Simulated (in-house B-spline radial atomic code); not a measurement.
# Hf⁵³⁺: Hartree-Fock with and without relativity

Wanted: relativistic shifts in Hf⁵³⁺, shell by shell.

The numbers are computed with in-house B-spline radial atomic code version 1 (Hartree-Fock averaged over the configuration, non-relativistic (point nucleus) and Dirac-Coulomb (finite nucleus); spherical all-electron atom at the radial basis limit), except any that are marked as measured or tabulated.

## Step 1: The atom as given

* element: hafnium (Z = 72)
* charge: +53
* electrons: 19
* configuration: [Ar] 3d1
* nucleus: point (non-relativistic run); Fermi, rms radius 5.347 fm (Dirac runs)

The outer shells:

[Ar] 3d1
```
[Ar] core
3d [↑ ][  ][  ][  ][  ]
```

The boxes draw the filling by Hund's rule, which heavy ions in jj coupling don't follow; these runs average over all states of the configuration.

## Step 2: Non-relativistic run

The run's settings:

```ini
Z = 72
electrons = 19.0
configuration = [Ar] 3d1
hamiltonian = nr
method = hf
spin_polarised = False
```

## Step 3: Dirac-Coulomb run

The run's settings:

```ini
Z = 72
electrons = 19.0
configuration = [Ar] 3d1
hamiltonian = dirac
method = hf
spin_polarised = False
nucleus = fermi
rms_radius = 5.347
mass_number = 180
atomic_mass = 179.946559537
speed_of_light = 137.035999084
```

## Step 4: Dirac-Coulomb run in the lowest jj configuration, 1s2 2s2 2p6 3s2 3p6 3d-1

In configurations, a minus sign after the shell means j = l − 1/2 and a plus sign j = l + 1/2; the count of electrons follows.

The settings differ from step 3 so:

```diff
@@ -2,3 +2,3 @@
 electrons = 19.0
-configuration = [Ar] 3d1
+configuration = 1s2 2s2 2p6 3s2 3p6 3d-1
 hamiltonian = dirac
```

Q: How much does each shell's level and mean radius change with the Dirac Hamiltonian, and the total energy?

**Answer**, as computed:

Levels and radii; the Dirac values are averaged over j with the occupations as weights.

| shell | ε non-rel. (eV) | ε Dirac (eV) | <r> non-rel. (bohr) | <r> Dirac (bohr) | change of <r> (%) |
| --- | --- | --- | --- | --- | --- |
| 1s | -64362.1 | -69437.7 | 0.02104 | 0.01898 | -9.78 |
| 2s | -13554.9 | -14950.2 | 0.08803 | 0.07899 | -10.27 |
| 2p | -13141.3 | -13634.2 | 0.07451 | 0.07050 | -5.38 |
| 3s | -5337.18 | -5748.98 | 0.2109 | 0.1950 | -7.55 |
| 3p | -5158.99 | -5335.83 | 0.2001 | 0.1919 | -4.09 |
| 3d | -4924.37 | -4942.76 | 0.1724 | 0.1704 | -1.17 |

**Reading.** The total energy moves by -746.25 hartree, or -6.4 %, between the two Hamiltonians (nuclear size included). First-order perturbation theory (mass-velocity plus Darwin) gives -636.24 hartree, which is 85 % of the full shift. Averaged over j, the 2s shell contracts most (-10.27 %). Spin-orbit coupling splits the 3d level by 69.647 eV and the 2p level by 1213.66 eV. The lowest jj configuration lies 41.791 eV below the average over the whole configuration. Breit terms add 13.6 hartree and QED terms 10.4 hartree.
